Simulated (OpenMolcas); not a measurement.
# Ti³⁺ among point charges: CASSCF and CASPT2 levels and susceptibility

Aim: the splitting of the states of Ti³⁺ in the field of 2 point charges, its lowest levels with spin-orbit coupling and its magnetic susceptibility.

Program: OpenMolcas 26.06. Level of theory: state-averaged CASSCF and CASPT2, spin-orbit coupling by RASSI with atomic mean-field integrals. These are calculated values, not measurements, unless marked.

## 1. The atom as given

| Item | Value |
| --- | --- |
| Species | Ti³⁺ (titanium, Z = 22, 19 electrons) |
| Basis | ANO-RCC-VDZP [5s4p2d1f], 34 functions |
| Scalar Hamiltonian | DKH2, point nucleus |
| Inactive shells | 1s 2s 2p 3s 3p |
| Active space | 1 electron in 5 orbitals (3d) |
| Some configurations of this space | 3d |
| Orbitals | optimised for each spin and parity, averaged over all roots |

The outer shells:

3d
```
3d [↑ ][  ][  ][  ][  ]
```

The ion sits among 2 point charges of -2 e arranged as a linear pair (D∞h), 1.84 Å from the ion.

The work runs as a chain of OpenMolcas steps in one folder; each step below is one input file. Labels, J, g values, rates, χT and fits are worked out afterwards by a script from the matrices that RASSI stores. The input lists half of the charges; inversion (Group=XYZ) makes the rest.

## 2. Basis and integrals

The input, a.inp:

```
&GATEWAY
Coord
1

Ti 0.0 0.0 0.0
Basis=ANO-RCC-VDZP
Group=XYZ
NoMove
AngMom=0.0 0.0 0.0
AMFI
XField
1 Angstrom 0
0.000000 0.000000 1.840000 -2.000000
&SEWARD
```

Command:

```console
> OMP_NUM_THREADS=1 MOLCAS_MEM=1689 MOLCAS_PROJECT=a pymolcas a.inp > a.log
```

## 3. Reference wave functions, doublets of even parity, 5 roots

The input, a.inp:

```
&RASSCF
FileOrb=start.orb
Symmetry=1
Spin=2
nActEl=1 0 0
Inactive=3 6
Ras2=5 0
CIRoot=5 5 1
SDav=5
CIMx=300
Iter=120 100
PrWF=0.3
OrbListing=Nothing
MaxOrb=0
>>> COPY $Project.JobIph JOB001
```

start.orb holds the contracted functions of the basis, ordered by shell, or the orbitals of the step before.

## 4. State interaction with spin-orbit coupling

The input, a.inp:

```
&RASSI
NrOfJobIphs=1 5
1 2 3 4 5
IphNames
JOB001
EJob
SpinOrbit
DIPRint=1.0
SOCoupling=1000.0
Subsets=2
Property=9
'ANGMOM' 1 'ANGMOM' 2 'ANGMOM' 3 'MLTPL  1' 1 'MLTPL  1' 2 'MLTPL  1' 3
'AMFI' 1 'AMFI' 2 'AMFI' 3
SOProperty=3
'ANGMOM' 1 'ANGMOM' 2 'ANGMOM' 3
```

## 5. CASPT2: IPEA 0.25, imaginary shift 0.1 (closed shells correlated: 3s 3p)

The input, a.inp:

```
>>> COPY JOB001 $Project.JobIph
&CASPT2
Multistate=5 1 2 3 4 5
NoMult
Frozen=2 3
IPEA=0.25
Imaginary=0.1
MaxIter=60
WThr=0.0 0.3 0.05
PrWF=0.5
NoMix
```

(Steps that only read results are left out.)

**Question.** What will these runs give? Wanted: spin-free ground state; first state of the same spin within the active space; lowest level; next level.

**Answer**, as computed:

| quantity | value |
| --- | --- |
| method | SS-CASPT2, IPEA 0.25, imaginary shift 0.1 (closed shells correlated: 3s 3p) |
| spin-free ground state | 2Delta, 2-fold in its orbital part |
| first state of the same spin within the active space | 2Pi at 13500 cm⁻¹ |
| lowest level | 2-fold, g = 0.00, 0.00, 2.00 |
| next level | 283.8 cm⁻¹ |
| χT at 300 K | 0.55 cm³ K/mol |
| effective moment at 300 K | 2.10 μB |

Cost by method:

```
                                              method  time of its own steps  time with the reference
                                           A. CASSCF                 0.93 s                   0.93 s
B. SS-CASPT2, IPEA 0.25, imaginary shift 0.1, +3s 3p                 0.31 s                    1.2 s
```

Times are of one thread on a shared host.

The spin-free ground state (2Delta) comes to 100 % from free-ion D terms and keeps the highest spin of the shell. χT at 300 K is 0.55, against 0.38 cm³ K/mol for the spin alone, so orbital moment adds to it. The field of point charges can differ much from that of real complexes. This is an electrostatic model: the charges have no orbitals.
